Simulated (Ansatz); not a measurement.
**C₃H₈FInO: one species, many methods**

Aim: compute C₃H₈FInO with functionals from several rungs and with coupled cluster. The yardstick is the atomisation energy at the CCSD(T) limit.

Computed with Ansatz 0.2.0, Gaussian basis. Level: functionals in def2-TZVPP, the program's frozen cores in correlated methods.

Levels to be run: PBE-D4, r2SCAN-D4, PBE0-D4, B3LYP-D4, ωB97X-V, ωB97M-V, B2PLYP; CCSD(T)/def2-TZVPP; MP2/def2-QZVPP; extrapolation to the limit.

### 1 The relaxed structure

All runs share one geometry, relaxed beforehand with PBE0-D4 in a triple-zeta def2 set. In takes the def2 core potential; no spin-orbit term is included.

SMILES `CC(C)[O][InH][F]`, 14 atoms, charge 0, spin multiplicity 1.

Atoms are counted from 1 here; the program's logs count them from 0.

Bond lengths: C1–C2 1.518 Å, C1–H7 1.092 Å, C1–H8 1.093 Å, C1–H9 1.098 Å, C2–C3 1.518 Å, C2–O4 1.409 Å, C2–H10 1.099 Å, C3–H11 1.093 Å, C3–H12 1.092 Å, C3–H13 1.098 Å, O4–In5 1.967 Å, In5–F6 1.947 Å, In5–H14 1.691 Å. Angles: C2–C1–H7 110.3°, C2–C1–H8 111.6°, C2–C1–H9 110.5°, H7–C1–H8 108.4°, H7–C1–H9 108.5°, H8–C1–H9 107.3°, C1–C2–C3 111.8°, C1–C2–O4 111.6°, C1–C2–H10 108.1°, C3–C2–O4 111.6°, C3–C2–H10 108.1°, O4–C2–H10 105.3°, C2–C3–H11 111.6°, C2–C3–H12 110.4°, C2–C3–H13 110.5°, H11–C3–H12 108.4°, H11–C3–H13 107.3°, H12–C3–H13 108.5° and more.

### 2 PBE-D4 (GGA)

Contents of in.yaml:

```yaml
crystal:
  periodic: [false, false, false]
  atoms:
    - {symbol: C, position_ang: [-0.347854, 1.499382, 0.230327]}
    - {symbol: C, position_ang: [-0.656966, 0.215090, -0.517530]}
    - {symbol: C, position_ang: [-1.243950, -0.843769, 0.398156]}
    - {symbol: O, position_ang: [0.472226, -0.265798, -1.209291]}
    - {symbol: In, position_ang: [2.124817, -0.838412, -0.310059]}
    - {symbol: F, position_ang: [3.312091, -1.382781, -1.754177]}
    - {symbol: H, position_ang: [0.089236, 2.236606, -0.445840]}
    - {symbol: H, position_ang: [-1.247404, 1.930623, 0.676949]}
    - {symbol: H, position_ang: [0.362864, 1.308788, 1.044802]}
    - {symbol: H, position_ang: [-1.399041, 0.443184, -1.295735]}
    - {symbol: H, position_ang: [-2.180104, -0.508331, 0.851731]}
    - {symbol: H, position_ang: [-1.440087, -1.761592, -0.159448]}
    - {symbol: H, position_ang: [-0.548513, -1.074159, 1.215502]}
    - {symbol: H, position_ang: [2.702674, -0.958820, 1.274604]}
basis:
  gaussian: {orbitals: def2-TZVPP}
hamiltonian: {xc: pbe, dispersion: d4}
output: {forces: true, orbitals: {seedname: orbitals}}
```

The run is started by

```sh
$ ansatz run in.yaml --threads 2 --pin off --events-out ev --progress --plain --max-ram 32768MiB --backend cuda --devices 0, --max-vram 18GiB
```

Further steps of the session: r2SCAN-D4 (meta-GGA); PBE0-D4 (hybrid); B3LYP-D4 (hybrid); ωB97X-V (range-separated); ωB97M-V (range-separated); B2PLYP (double hybrid); CCSD(T) in def2-TZVPP; MP2 in def2-QZVPP.

Q: Predict the results of all the runs planned. Wanted: atomisation energy, CCSD(T)/CBS; farthest; mean size of error, hybrid; mean size of error, range-separated; gap, smallest and largest; T1 diagnostic; triples share of the correlation energy.

The runs gave:

```
                               quantity                                           value
        atomisation energy, CCSD(T)/CBS                                   5128.5 kJ/mol
 functionals within 51.3 kJ/mol (1.0 %)  r2SCAN-D4, PBE0-D4, B3LYP-D4, ωB97X-V, ωB97M-V
                               farthest                           B2PLYP (-85.9 kJ/mol)
             mean size of error, hybrid                                     35.9 kJ/mol
    mean size of error, range-separated                                      8.6 kJ/mol
              gap, smallest and largest            4.27 eV (PBE-D4), 10.75 eV (ωB97X-V)
                          T1 diagnostic                                          0.0156
triples share of the correlation energy                                           3.5 %
```

PBE-D4 misses by +71.5 kJ/mol. Double hybrids carry the basis error of their MP2 part in triple zeta, and no dispersion term here, so their miss is partly the set-up's. The reference freezes the cores and leaves out spin-orbit coupling and excitations past (T), and its outer-core shells are covered unevenly, so misses under about 51.3 kJ/mol can't be ranked. All levels share the lack of spin-orbit coupling, which lowers the free heavy atoms and so the true binding. Hartree-Fock recovers 72 % of the binding; the rest is correlation. The gap grows from 4.3 to 10.7 eV across the functionals, mostly with the share of exact exchange. Correlated methods include outer-core shells of In, which these sets cover unevenly.
